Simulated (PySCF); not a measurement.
# C2H5BO2: the cost of one run

The runs use PySCF 2.14.0; levels as typed in each script, gas phase, geometry from GFN2-xTB.

## (1) The system as given

SMILES `B1OCCO1`, 10 atoms, charge 0, spin multiplicity 1.

Bond lengths: B1–O2 1.357 Å, B1–O5 1.357 Å, B1–H6 1.160 Å, O2–C3 1.414 Å, C3–C4 1.548 Å, C3–H7 1.094 Å, C3–H8 1.094 Å, C4–O5 1.414 Å, C4–H9 1.094 Å, C4–H10 1.094 Å. Angles: O2–B1–O5 113.1°, O2–B1–H6 123.4°, O5–B1–H6 123.4°, B1–O2–C3 108.8°, O2–C3–C4 104.7°, O2–C3–H7 108.9°, O2–C3–H8 108.9°, C4–C3–H7 112.5°, C4–C3–H8 112.4°, H7–C3–H8 109.2°, C3–C4–O5 104.7°, C3–C4–H9 112.6°, C3–C4–H10 112.5°, O5–C4–H9 108.8°, O5–C4–H10 108.9°, H9–C4–H10 109.2°, B1–O5–C4 108.7°.

As a file:

```xyz
10
C2H5BO2
B    -1.22512   -0.01581   -0.00012
O    -0.49263    1.12601   -0.00008
C     0.88029    0.78561    0.00016
C     0.90085   -0.76201   -0.00004
O    -0.46255   -1.13875    0.00000
H    -2.38476   -0.03088    0.00015
H     1.35033    1.21090    0.89188
H     1.35139    1.20975   -0.89179
H     1.38110   -1.17571    0.89198
H     1.38214   -1.17466   -0.89169
```

## (2) Stretching a bond (def2-svp)

input.py

```python
import numpy as np
from pyscf import gto, scf, mcscf

mol = gto.M(atom='''
B     -1.22512    -0.01581    -0.00012
O     -0.49263     1.12601    -0.00008
C      0.88029     0.78561     0.00016
C      0.90085    -0.76201    -0.00004
O     -0.46255    -1.13875     0.00000
H     -2.38476    -0.03088     0.00015
H      1.35033     1.21090     0.89188
H      1.35139     1.20975    -0.89179
H      1.38110    -1.17571     0.89198
H      1.38214    -1.17466    -0.89169
''', basis='def2-svp', charge=0, spin=0, verbose=4)
# stretch the bond between atoms 1 and 6, from long to short, fragments rigid
a, b, move = 0, 5, [5]
xyz = mol.atom_coords(unit='Angstrom')
u = xyz[b] - xyz[a]
r0 = np.linalg.norm(u)
rows, last, dm_u = [], None, None
for r in [3.22, 2.53, 2.07, 1.78, 1.55, 1.38, 1.26, 1.15, 1.06]:
    new = xyz.copy()
    new[move] += u / r0 * (r - r0)
    m = mol.set_geom_(new, unit='Angstrom', inplace=False)
    rhf = scf.RHF(m).density_fit(auxbasis='def2-universal-jkfit').run()
    uhf = scf.UHF(m).density_fit(auxbasis='def2-universal-jkfit').newton()
    if dm_u is None:
        c = rhf.mo_coeff
        h = m.nelectron // 2 - 1
        ca, cb = c.copy(), c.copy()
        ca[:, h], cb[:, h] = (c[:, h] + c[:, h + 1]) / 2**.5, (c[:, h] - c[:, h + 1]) / 2**.5
        dm_u = np.array([x[:, :h + 1] @ x[:, :h + 1].T for x in (ca, cb)])
    uhf.kernel(dm0=dm_u)
    for _ in range(3):
        c, _, stable, _ = uhf.stability(return_status=True)
        if stable:
            break
        uhf.kernel(c, uhf.mo_occ)
    dm_u = uhf.make_rdm1()
    mc = mcscf.CASSCF(rhf, 2, 2)
    mc.natorb = True
    mc.fix_spin_(ss=0)
    guess = mcscf.addons.make_natural_orbitals(uhf)[1] if last is None else mcscf.project_init_guess(mc, last.mo_coeff, last.mol)
    mc.kernel(guess)
    last = mc
    act = slice(mc.ncore, mc.ncore + mc.ncas)
    print('r %.3f  RHF %.6f  UHF %.6f  <S^2> %.3f  CASSCF %.6f  occupations' % (r, rhf.e_tot, uhf.e_tot, uhf.spin_square()[0], mc.e_tot), mc.mo_occ[act].round(4))
    rows.append((new, rhf.e_tot, uhf.e_tot, uhf.spin_square()[0], mc.e_tot, mc.mo_occ[act], mc.mo_coeff[:, act], dm_u[0] - dm_u[1], rhf.converged and uhf.converged and mc.converged))
    np.savez('result.npz', **{k: [row[i] for row in rows] for i, k in enumerate('xyz rhf uhf s2 cas occ c spin ok'.split())})
```

Launch:

```console
$ OMP_NUM_THREADS=1 python input.py
```

**Question.** How long does this run take on 1 thread of Arm Neoverse V2, shared host, and how much memory does it need?

About 4.6 min, with a peak of 0.25 GiB.
